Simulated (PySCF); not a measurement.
# C4H10AsB: electronic excitations

Wanted: the electronic excitations of C4H10AsB (`B[AsH]C1CCC1`), by calculation.

The runs use PySCF 2.14.0, with density-fitted response routines of our own; the level of theory stands in each step. All values are computed, except where a source is named. Atoms are numbered from 0 throughout.

## Step 1: Starting geometry

16 atoms, charge 0, multiplicity 1; geometry from: GFN2-xTB.

Bonds of the start (Å): B0–As1 1.97, As1–C2 2.00, C2–C3 1.54, C3–C4 1.53, C4–C5 1.53, C5–C2 1.54, B0–H6 1.17, B0–H7 1.17, As1–H8 1.51, C2–H9 1.09, C3–H10 1.09, C3–H11 1.09, C4–H12 1.09, C4–H13 1.09, C5–H14 1.09, C5–H15 1.09.

## Step 2: Ultraviolet spectrum: B3LYP/def2-SVPD

What the job is given:

```
{"job": {"kind": "uv", "xc": "B3LYP", "basis": "def2-SVPD", "nstates": 8, "ntriplets": 3}, "charge": 0, "multiplicity": 1}
B      2.338950     0.336039     1.010084
As     1.886021    -0.418842    -0.756273
C     -0.113292    -0.322914    -0.715301
C     -0.828281    -1.237043     0.292705
C     -1.699936    -0.050107     0.725092
C     -0.794084     0.899247    -0.070156
H      1.752096     0.027054     1.977259
H      3.296585     0.996606     1.151954
H      2.063578     0.858546    -1.534190
H     -0.485196    -0.489734    -1.730682
H     -1.357335    -2.093390    -0.124892
H     -0.172322    -1.586417     1.092550
H     -2.711655    -0.102013     0.326006
H     -1.753280     0.133582     1.797176
H     -1.302400     1.578677    -0.754273
H     -0.127049     1.479653     0.569013
```

With the program's defaults for keys left out, this is: TDDFT B3LYP/def2-SVPD, vertical, gas phase, core orbitals frozen in the response.

On the command line:

```
$ OMP_NUM_THREADS=1 python probes_run.py task.json out
```

One launch serves the whole session: the jobs run in the order shown.

Predict these results of the whole session: lowest singlet (B3LYP/def2-SVPD); brightest single state of those computed; lowest triplet.

The runs gave:

```
                                quantity                        value
        lowest singlet (B3LYP/def2-SVPD)  3.89 eV (319 nm), f = 0.050
brightest single state of those computed  state 8, 6.53 eV, f = 0.068
                          lowest triplet                      2.97 eV
```

What this shows: The lowest singlet, at 3.89 eV, is HOMO→LUMO 0.95 and is bright; of the 8 states computed, the strongest absorption comes from state 8 at 6.53 eV (the last computed, so partners may be missing). The lowest triplet lies 0.92 eV below the lowest singlet (triplets in Tamm-Dancoff, singlets in full TDDFT).
